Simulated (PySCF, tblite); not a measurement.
# C₆H₁₂F₂: a rotation path, then NMR shifts on frames, part 1 of 2

Aim: move C₆H₁₂F₂ (`CC[C@@H](C)CC(F)F`) away from its starting geometry and see how NMR shifts follow the geometry.

Programs: tblite 0.8.0 and PySCF 2.14.0, with density-fitted response routines of our own. Each step states its level of theory. These are calculated values for one molecule in the gas phase, unless marked as measured. Atoms count from 0, in the outputs and in this text.

## (1) The starting structure

20 atoms, charge 0, multiplicity 1; geometry from: GFN2-xTB.

Bonds of the start (Å): C0–C1 1.52, C1–C2 1.53, C2–C3 1.53, C2–C4 1.54, C4–C5 1.52, C5–F6 1.36, C5–F7 1.36, C0–H8 1.09, C0–H9 1.09, C0–H10 1.09, C1–H11 1.09, C1–H12 1.09, C2–H13 1.10, C3–H14 1.09, C3–H15 1.09, C3–H16 1.09, C4–H17 1.09, C4–H18 1.09, C5–H19 1.10.

## (2) A band between two rotamers with GFN2-xTB

Job settings and geometry (Å):

```
{"job": {"kind": "neb", "xc": "GFN2-xTB", "basis": "xTB", "atoms": [3, 2, 4, 5], "turn": 120}, "charge": 0, "multiplicity": 1}
C      2.417884     0.494425    -0.743490
C      1.345713     0.524497     0.340070
C     -0.029190     0.042767    -0.142764
C     -0.012989    -1.449579    -0.466826
C     -1.075613     0.360072     0.934632
C     -2.505130     0.178192     0.456323
F     -2.791187     1.031650    -0.559266
F     -3.377432     0.480630     1.453243
H      3.330902     0.954851    -0.373489
H      2.654372    -0.522681    -1.044022
H      2.087645     1.046413    -1.620679
H      1.662831    -0.090301     1.185363
H      1.248353     1.552119     0.697378
H     -0.291789     0.599964    -1.048454
H      0.190497    -2.031443     0.430003
H     -0.963729    -1.773280    -0.882495
H      0.756472    -1.669385    -1.200677
H     -0.975851     1.400253     1.253709
H     -0.930224    -0.280402     1.806287
H     -2.746685    -0.838084     0.111819
```

Level: GFN2-xTB climbing-image nudged elastic band, gas phase.

Command:

```
OMP_NUM_THREADS=1 python probes_run.py task.json out
```

One launch serves the whole session: the jobs run in the order shown.

What it wrote:

```text
image   E - E0 / eV
  0       0.0000
  1       0.0132
  2       0.0521
  3       0.1136
  4       0.1640
  5       0.1627
  6       0.1034
  7       0.0461
  8       0.0222
```

Run time: 6.9 s. Hardware: 1 thread of Intel Xeon at 2.50GHz, shared host; peak memory 0.18 GiB.

The final band, with the dihedral C3–C2–C4–C5:

| image | dihedral (°) | energy (eV) | energy (kcal/mol) |
| --- | --- | --- | --- |
| 0 | -68 | 0.000 | 0.0 |
| 1 | -53 | 0.013 | 0.3 |
| 2 | -38 | 0.052 | 1.2 |
| 3 | -21 | 0.114 | 2.6 |
| 4 | -3 | 0.164 | 3.8 |
| 5 | 14 | 0.163 | 3.8 |
| 6 | 32 | 0.103 | 2.4 |
| 7 | 48 | 0.046 | 1.1 |
| 8 | 59 | 0.022 | 0.5 |

## (3) NMR shieldings: image 0, PBE0/pcSseg-1

Job settings and geometry (Å):

```
{"job": {"kind": "nmr", "xc": "PBE0", "basis": "pcSseg-1", "pop": false}, "charge": 0, "multiplicity": 1}
C      2.417900     0.494400    -0.743500
C      1.345700     0.524500     0.340100
C     -0.029200     0.042800    -0.142800
C     -0.013000    -1.449600    -0.466800
C     -1.075600     0.360100     0.934600
C     -2.505100     0.178200     0.456300
F     -2.791200     1.031600    -0.559300
F     -3.377400     0.480600     1.453200
H      3.330900     0.954900    -0.373500
H      2.654400    -0.522700    -1.044000
H      2.087600     1.046400    -1.620700
H      1.662800    -0.090300     1.185400
H      1.248400     1.552100     0.697400
H     -0.291800     0.600000    -1.048500
H      0.190500    -2.031400     0.430000
H     -0.963700    -1.773300    -0.882500
H      0.756500    -1.669400    -1.200700
H     -0.975900     1.400300     1.253700
H     -0.930200    -0.280400     1.806300
H     -2.746700    -0.838100     0.111800
```

Level: GIAO PBE0/pcSseg-1 NMR shielding, non-relativistic, gas phase.

What it wrote:

```text
coarse grid: 16128 points
cycle   1  E = -434.8712876638  dE =  7.560e-01  |g| = 7.409e-01  |ddm| = 3.679e+00
cycle   2  E = -434.8046147424  dE =  6.667e-02  |g| = 1.005e+00  |ddm| = 1.067e+00
cycle   3  E = -434.9748797754  dE = -1.703e-01  |g| = 7.142e-02  |ddm| = 6.111e-01
cycle   4  E = -434.9757160804  dE = -8.363e-04  |g| = 3.275e-02  |ddm| = 6.931e-02
cycle   5  E = -434.9759485591  dE = -2.325e-04  |g| = 4.449e-03  |ddm| = 2.860e-02
cycle   6  E = -434.9759523246  dE = -3.766e-06  |g| = 1.810e-03  |ddm| = 5.690e-03
final grid: 154920 points
cycle   7  E = -435.0378385763  dE = -6.659e-05  |g| = 1.092e-02  |ddm| = 3.560e-02
cycle   8  E = -435.0378242137  dE =  1.436e-05  |g| = 1.378e-02  |ddm| = 2.047e-02
cycle   9  E = -435.0378677113  dE = -4.350e-05  |g| = 1.102e-03  |ddm| = 1.135e-02
cycle  10  E = -435.0378678968  dE = -1.855e-07  |g| = 2.877e-04  |ddm| = 9.650e-04
cycle  11  E = -435.0378679093  dE = -1.258e-08  |g| = 7.597e-05  |ddm| = 2.175e-04
cycle  12  E = -435.0378679105  dE = -1.175e-09  |g| = 2.284e-05  |ddm| = 7.517e-05
cycle  13  E = -435.0378679106  dE = -1.072e-10  |g| = 3.705e-06  |ddm| = 1.868e-05
converged SCF energy = -435.0378679106

GIAO shielding tensors (ppm)
atom      isotropic    diamagn.    paramagn.     s11        s22        s33       span
  0 C      172.463     246.159     -73.696    158.001    171.920    187.469     29.468
  1 C      151.543     248.412     -96.870    136.863    145.701    172.064     35.201
  2 C      152.973     249.335     -96.363    142.429    153.059    163.429     21.001
  3 C      168.820     249.468     -80.648    150.076    168.248    188.137     38.062
  4 C      138.392     250.310    -111.918    119.782    134.154    161.240     41.459
  5 C       64.678     242.425    -177.747     41.986     67.961     84.086     42.101
  6 F      314.096     473.973    -159.877    223.337    337.573    381.379    158.042
  7 F      310.233     468.242    -158.009    199.090    338.516    393.091    194.001
  8 H       30.486      27.832       2.653     25.673     27.614     38.171     12.499
  9 H       30.473      30.143       0.331     25.453     29.962     36.005     10.553
 10 H       30.948      30.086       0.863     26.516     29.165     37.164     10.647
 11 H       30.693      32.551      -1.858     26.553     30.510     35.016      8.463
 12 H       30.304      32.636      -2.331     24.631     30.783     35.500     10.869
 13 H       30.336      34.633      -4.297     26.281     30.396     34.332      8.051
 14 H       31.479      31.978      -0.499     28.273     28.621     37.543      9.270
 15 H       30.549      31.849      -1.300     25.491     29.422     36.734     11.244
 16 H       30.309      32.029      -1.720     24.880     29.705     36.341     11.461
 17 H       29.839      31.676      -1.836     25.613     30.110     33.795      8.181
 18 H       30.287      32.050      -1.764     26.677     30.367     33.816      7.139
 19 H       25.454      29.043      -3.589     22.527     26.273     27.562      5.035
```

Wall time 65 s (1 thread of Intel Xeon at 2.50GHz, shared host); peak memory 0.87 GiB.

The references, computed at this level on geometries of the same kind, shield at (ppm): 1H TMS 31.72, 13C TMS 186.9, 19F CFCl3 170.9. Their shielding less the atom's gives the shift. The references are single molecules in the gas phase, so shifts against H2O, NH3, PH3, H3PO4 or CFCl3 are not on the usual liquid scales and can be off by tens of ppm. Each atom is listed at this fixed geometry, with no averaging over motion; a spectrum would average atoms that exchange fast.

| atoms | environment | σ (ppm) | δ (ppm) |
| --- | --- | --- | --- |
| C5 | sp3 CH bonded to 2 F | 64.7 | 122.2 |
| C4 | sp3 CH2 | 138.4 | 48.5 |
| C1 | sp3 CH2 | 151.5 | 35.4 |
| C2 | sp3 CH | 153.0 | 34.0 |
| C3 | methyl carbon | 168.8 | 18.1 |
| C0 | methyl carbon | 172.5 | 14.5 |
| H19 | hydrogen on an sp3 CH bonded to 2 F | 25.45 | 6.26 |
| H17 | hydrogen on an sp3 CH2 | 29.84 | 1.88 |
| H18 | hydrogen on an sp3 CH2 | 30.29 | 1.43 |
| H12 | hydrogen on an sp3 CH2 | 30.30 | 1.41 |
| H16 | hydrogen on a methyl carbon | 30.31 | 1.41 |
| H13 | hydrogen on an sp3 CH | 30.34 | 1.38 |
| H9 | hydrogen on a methyl carbon | 30.47 | 1.24 |
| H8 | hydrogen on a methyl carbon | 30.49 | 1.23 |
| H15 | hydrogen on a methyl carbon | 30.55 | 1.17 |
| H11 | hydrogen on an sp3 CH2 | 30.69 | 1.02 |
| H10 | hydrogen on a methyl carbon | 30.95 | 0.77 |
| H14 | hydrogen on a methyl carbon | 31.48 | 0.24 |
| F7 | fluorine of a CF2 group | 310.2 | -139.3 |
| F6 | fluorine of a CF2 group | 314.1 | -143.2 |

## (4) NMR shieldings: image 2, PBE0/pcSseg-1

Job settings and geometry (Å):

```
{"job": {"kind": "nmr", "xc": "PBE0", "basis": "pcSseg-1", "pop": false}, "charge": 0, "multiplicity": 1}
C      2.496800     0.384900    -0.633300
C      1.357700     0.483200     0.374200
C     -0.027600     0.187600    -0.219200
C     -0.143300    -1.270000    -0.658300
C     -1.085800     0.568100     0.833500
C     -2.451100    -0.063600     0.625100
F     -2.994100     0.289100    -0.566500
F     -3.317100     0.380800     1.574600
H      3.431600     0.682300    -0.163100
H      2.617800    -0.630900    -1.000400
H      2.316600     1.040400    -1.481500
H      1.543600    -0.211100     1.197100
H      1.348600     1.492900     0.790600
H     -0.173900     0.819500    -1.100400
H     -0.082400    -1.939700     0.196000
H     -1.080200    -1.442300    -1.182300
H      0.661400    -1.516000    -1.345600
H     -1.224100     1.651500     0.837600
H     -0.750400     0.265200     1.826900
H     -2.449400    -1.161400     0.682000
```

Level: GIAO PBE0/pcSseg-1 NMR shielding, non-relativistic, gas phase.

What it wrote:

```text
coarse grid: 16128 points
cycle   1  E = -434.8682862508  dE =  7.563e-01  |g| = 7.392e-01  |ddm| = 3.694e+00
cycle   2  E = -434.8030749192  dE =  6.521e-02  |g| = 1.000e+00  |ddm| = 1.066e+00
cycle   3  E = -434.9713223942  dE = -1.682e-01  |g| = 7.202e-02  |ddm| = 6.092e-01
cycle   4  E = -434.9721710872  dE = -8.487e-04  |g| = 3.290e-02  |ddm| = 6.943e-02
cycle   5  E = -434.9724054597  dE = -2.344e-04  |g| = 4.293e-03  |ddm| = 2.850e-02
cycle   6  E = -434.9724089049  dE = -3.445e-06  |g| = 1.805e-03  |ddm| = 5.455e-03
final grid: 154920 points
cycle   7  E = -435.0357496088  dE = -8.220e-05  |g| = 1.133e-02  |ddm| = 3.905e-02
cycle   8  E = -435.0357338791  dE =  1.573e-05  |g| = 1.438e-02  |ddm| = 2.139e-02
cycle   9  E = -435.0357807670  dE = -4.689e-05  |g| = 1.107e-03  |ddm| = 1.183e-02
cycle  10  E = -435.0357809531  dE = -1.861e-07  |g| = 3.370e-04  |ddm| = 1.001e-03
cycle  11  E = -435.0357809709  dE = -1.775e-08  |g| = 7.817e-05  |ddm| = 2.464e-04
cycle  12  E = -435.0357809721  dE = -1.214e-09  |g| = 2.559e-05  |ddm| = 7.982e-05
cycle  13  E = -435.0357809722  dE = -1.330e-10  |g| = 3.896e-06  |ddm| = 2.079e-05
converged SCF energy = -435.0357809722

GIAO shielding tensors (ppm)
atom      isotropic    diamagn.    paramagn.     s11        s22        s33       span
  0 C      172.828     245.949     -73.121    159.144    171.591    187.750     28.605
  1 C      151.893     248.993     -97.100    135.824    149.012    170.844     35.019
  2 C      153.729     249.293     -95.564    144.025    152.258    164.903     20.878
  3 C      170.389     250.061     -79.672    155.629    170.349    185.189     29.560
  4 C      141.986     250.178    -108.192    117.034    141.833    167.091     50.057
  5 C       63.875     242.940    -179.065     41.498     67.077     83.049     41.551
  6 F      316.764     473.955    -157.192    218.991    340.715    390.585    171.593
  7 F      310.964     468.442    -157.478    199.443    339.265    394.184    194.741
  8 H       30.514      27.743       2.771     25.713     27.668     38.161     12.448
  9 H       30.455      30.196       0.259     25.332     30.214     35.819     10.487
 10 H       31.005      29.833       1.172     26.560     28.944     37.512     10.952
 11 H       30.873      32.806      -1.933     26.666     30.787     35.167      8.501
 12 H       30.220      32.441      -2.221     24.566     30.796     35.300     10.734
 13 H       30.220      34.385      -4.165     26.545     29.422     34.693      8.148
 14 H       31.486      32.424      -0.938     28.147     28.908     37.402      9.255
 15 H       30.414      31.847      -1.434     25.128     29.715     36.398     11.270
 16 H       30.311      32.137      -1.827     24.745     30.028     36.158     11.413
 17 H       29.517      31.130      -1.613     25.626     29.047     33.878      8.252
 18 H       30.493      32.178      -1.685     25.801     31.694     33.985      8.184
 19 H       25.527      29.183      -3.656     22.688     26.600     27.294      4.606
```

Run time: 62 s. Hardware: 1 thread of Intel Xeon at 2.50GHz, shared host; peak memory 0.93 GiB.

Key values: δ C5 123.1, C4 44.9, C1 35.0, C2 33.2, H19 6.19, H17 2.20 ppm.

(Continued in part 2 of 2.)
